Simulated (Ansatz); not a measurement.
What does this script print? It uses Ansatz 0.2.0 through its Python package.

`c2h5iosi.py`:
```python
"""Dispersion corrections for C2H5IOSi."""

import ansatz as az
from ase import Atoms

BASIS_SET = "def2-SVP"

atoms = Atoms(["O", "C", "I", "C", "Si", "H", "H", "H", "H", "H"], positions=[
    (-0.7728, 0.6534, 1.5369),
    (0.193, 0.3315, 0.5787),
    (2.1194, 0.6932, 1.2343),
    (0.0219, -0.9249, -0.1474),
    (-0.1192, 0.6372, -1.2263),
    (-0.6379, 0.3004, 2.3853),
    (-0.9926, -1.4078, -0.0524),
    (0.8037, -1.5654, -0.4335),
    (-1.5058, 0.7272, -1.6901),
    (0.9733, 0.504, -2.1825),
])
system = az.Crystal.molecule_from_ase(atoms)

setup = system.calculation().basis(gaussian=BASIS_SET)
for name in ["pbe", "pbe0"]:
    for correction in ("d3bj", "d4"):
        rep = setup.functional(name, dispersion=correction).run(threads=1).report
        print(f"{name:8s} {correction:5s} total {rep['free_energy_ev']:.5f} eV, of which dispersion {1000 * rep['dispersion']['energy']['ev']:.2f} meV")
```

```console
$ python c2h5iosi.py
pbe      d3bj  total -20163.92633 eV, of which dispersion -279.14 meV
pbe      d4    total -20163.93322 eV, of which dispersion -286.03 meV
pbe0     d3bj  total -20165.65882 eV, of which dispersion -253.27 meV
pbe0     d4    total -20165.64764 eV, of which dispersion -242.08 meV
```

What to keep in mind:
- These settings explore the input space; basis and method may be short of convergence.
- The geometry is a force-field or estimated start, not a minimum of this method, and the basis set is short of its limit. D4 holds the three-body term, and d3bj doesn't.
- def2 sets replace the cores of elements past krypton by effective core potentials.
- Run time: 19 s on 1 thread of Arm Neoverse V1, on a shared host, peak memory 0.33 GiB.

(Lines on the test bed's own set-up are left out of the output.)
